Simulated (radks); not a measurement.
# V⁴⁺ in [Ne] 3s2 3p5.75 3d1 4s0.25: an all-electron calculation

The task here is to estimate one member of a computed series from the others.

Program: radks (a radial shooting solver on a logarithmic mesh, Libxc functionals) version 1. Level of theory: scalar-relativistic Kohn-Sham, BLYP, spin-polarised, spherical densities, point nucleus; open shells are filled with parallel spins first. These are calculated values, not measurements, unless marked.

**The system**

- element: vanadium (Z = 23)
- charge: +4
- electrons: 19
- configuration: [Ne] 3s2 3p5.75 3d1 4s0.25

Set-up of the first run:

Settings of this run:

```text
Z 23
configuration [Ne] 3s2 3p5.75 3d1 4s0.25 4p0 5s0
relativity scalar-relativistic
functional b88,lyp
spin polarised
nucleus point
c 137.035999084
```

One table of the session follows, with a row left open; its other results are not shown here.

It belongs to the step «Radial structure». Radial moments (bohr):

```
  level      <r>  outermost maximum (interpolated)  90 % within  nodes
  1s up  0.06644                            0.0435        0.119      0
1s down  0.06644                            0.0435        0.119      0
  2s up        ?                                 ?            ?      ?
2s down   0.3081                             0.256        0.478      1
  2p up   0.2741                             0.208        0.450      0
2p down   0.2739                             0.208        0.450      0
  3s up   0.9182                             0.808         1.36      2
3s down   0.9198                             0.808         1.37      2
  3p up   0.9622                             0.825         1.46      1
3p down   0.9651                             0.826         1.47      1
  3d up    1.064                             0.807         1.73      0
3d down    1.073                             0.810         1.75      0
  4s up    2.278                              2.11         3.26      3
4s down    2.295                              2.13         3.28      3
  4p up    2.510                              2.32         3.62      2
```

Q: Estimate the row for 2s up from the others.

As computed: <r>: 0.3083; outermost maximum (interpolated): 0.256; 90 % within: 0.479; nodes: 1. In the column «<r>» it lies between 2s down (0.3081) and 3s up (0.9182).
